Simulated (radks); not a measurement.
# Exchange and kinetic functionals tested on atomic densities: Sb³⁺, Ag, Cd²⁺, He⁺, Al³⁺, Cd⁺

The task here is to estimate one member of a computed series from the others.

Program: radks (a radial shooting solver on a logarithmic mesh, Libxc functionals) version 1. Level of theory: non-relativistic Kohn-Sham, PBE, spin-polarised, spherical densities, point nucleus; open shells are filled with parallel spins first. These are calculated values, not measurements, unless marked.

## What is computed

```
species : Sb³⁺ ([Kr] 4d10 5s2), Ag ([Kr] 4d10 5s1), Cd²⁺ ([Kr] 4d10), He⁺ (1s1), Al³⁺ ([Ne]), Cd⁺ ([Kr] 4d10 5s1)
```

The first run:

The run's settings:

```text
Z 51
configuration [Kr] 4d10 5s2
relativity non-relativistic
functional pbe,pbe
spin polarised
nucleus point
```

Steps of the session up to this table: Sb³⁺, [Kr] 4d10 5s2.

One table of the session follows, with a row left open; its other results are not shown here.

It belongs to the step «Sb³⁺, [Kr] 4d10 5s2». From the orbitals of this run (lengths in bohr):

```
level     <r>  outermost maximum (interpolated)  90 % within  nodes
   2p       ?                                 ?            ?      ?
   3s  0.3439                             0.313        0.504      2
   3p  0.3347                             0.299        0.502      1
   3d  0.3055                             0.245        0.480      0
   4s  0.8206                             0.750         1.19      3
   4p  0.8643                             0.774         1.27      2
   4d   1.012                             0.842         1.55      1
   5s   2.091                              1.88         3.00      4
```

Estimate the missing values for 2p.

The run gave: <r>: 0.1097; outermost maximum (interpolated): 0.0855; 90 % within: 0.178; nodes: 0. In the column «<r>» it is the lowest.
